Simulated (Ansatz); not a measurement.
# AlGa2Sb3: the cost of one run

Computed with Ansatz 0.2.0 (DFT PBE, scalar-relativistic, plane waves, PAW, unless a step's input says otherwise).

1 further run of the same task is left out (set aside as unsound or not needed). Runs told in other sessions of the task aren't counted.

## 1. The system as given

Symmetry: P-6m2, No. 187, hexagonal system. The conventional cell has a = 5.260 Å, b = 5.260 Å, c = 6.110 Å, α = 90.00°, β = 90.00°, γ = 120.00°. Al (site symmetry -6m2) is surrounded by 5 Sb at 3.04 to 3.05 Å and 6 Ga at 3.38 Å. Ga (site symmetry 3m) has 2 Ga at 2.95 to 3.16 Å and 9 Sb at 3.38 to 3.42 Å and 3 Al at 3.38 Å in its first shell of neighbours. Around Sb (site symmetry -6m2) lie 3 Sb at 3.04 Å and 2 Al at 3.05 Å and 6 Ga at 3.42 Å. Around Sb (site symmetry -6m2) lie 3 Al at 3.04 Å and 2 Sb at 3.05 Å and 6 Ga at 3.38 Å. Sb (site symmetry -6m2) is surrounded by 5 Sb at 3.04 to 3.05 Å and 6 Ga at 3.42 Å.

Structure file:

```cif
data_structure
_symmetry_space_group_name_H-M 'P-6m2'
_symmetry_Int_Tables_number 187
_cell_length_a 5.2603
_cell_length_b 5.2603
_cell_length_c 6.1096
_cell_angle_alpha 90.000
_cell_angle_beta 90.000
_cell_angle_gamma 120.000
_cell_volume 146.41
loop_
_atom_site_label
_atom_site_type_symbol
_atom_site_symmetry_multiplicity
_atom_site_Wyckoff_symbol
_atom_site_fract_x
_atom_site_fract_y
_atom_site_fract_z
_atom_site_occupancy
Al1 Al 1 a 0.00000 0.00000 0.00000 1
Ga1 Ga 2 i 0.66667 0.33333 0.24179 1
Sb1 Sb 1 b 0.00000 0.00000 0.50000 1
Sb2 Sb 1 c 0.33333 0.66667 0.00000 1
Sb3 Sb 1 d 0.33333 0.66667 0.50000 1
```

The cell was relaxed beforehand at this level, from a database cell with other species swapped in; it needn't be the stable form of this composition. At a tolerance of 0.05 Å it has space group P-6m2 (No. 187); it has 24.40 Å³/atom, an uncorrected energy of +0.13 eV/atom over the elements.

## 2. Bands, states and charges

Contents of input.yaml:

```yaml
crystal:
  lattice:
    - [5.2602674977, 0.0, 0.0]
    - [-2.6301337489, 4.5555252837, 0.0]
    - [0.0, 0.0, 6.1096136046]
  atoms:
    - { symbol: Al, position: [0.0, 0.0, 0.0] }
    - { symbol: Ga, position: [0.6666666667, 0.3333333333, 0.2417861086] }
    - { symbol: Ga, position: [0.6666666667, 0.3333333333, 0.7582138914] }
    - { symbol: Sb, position: [0.0, 0.0, 0.5] }
    - { symbol: Sb, position: [0.3333333333, 0.6666666667, 0.0] }
    - { symbol: Sb, position: [0.3333333333, 0.6666666667, 0.5] }
basis:
  ecutwfc: 420
kpoints:
  mp_grid: { grid: [12, 12, 6] }
  band_path:
    path:
      - [[0.0, 0.0, 0.0], [0.5, 0.0, 0.0], [0.33333333, 0.33333333, 0.0], [0.0, 0.0, 0.0], [0.0, 0.0, 0.5], [0.5, 0.0, 0.5], [0.33333333, 0.33333333, 0.5], [0.0, 0.0, 0.5]]
      - [[0.5, 0.0, 0.5], [0.5, 0.0, 0.0]]
      - [[0.33333333, 0.33333333, 0.5], [0.33333333, 0.33333333, 0.0]]
    npoints: 14
hamiltonian:
  xc: pbe
scf:
  occupations: { method: gaussian, width: 0.1 }
  n_extra_bands: 15
output:
  forces: true
  stress: true
  eigenvalues: true
  populations: true
  dos: { projected: true, de: 0.02, nscf_kmesh: { grid: [15, 15, 8] } }
  bader: true
  write_density: true
  write_potential: true
  elf: true
  volumetric_format: npy
```

Started as:

```bash
> ansatz run input.yaml --threads 1 --pin off --max-ram 2560MiB --backend cpu --events-out ev --progress --plain --runs-dir out
```

What time and memory should one allow on 1 thread of Intel Xeon at 2.70GHz, shared host?

About 4.1 min, with a peak of 0.92 GiB.
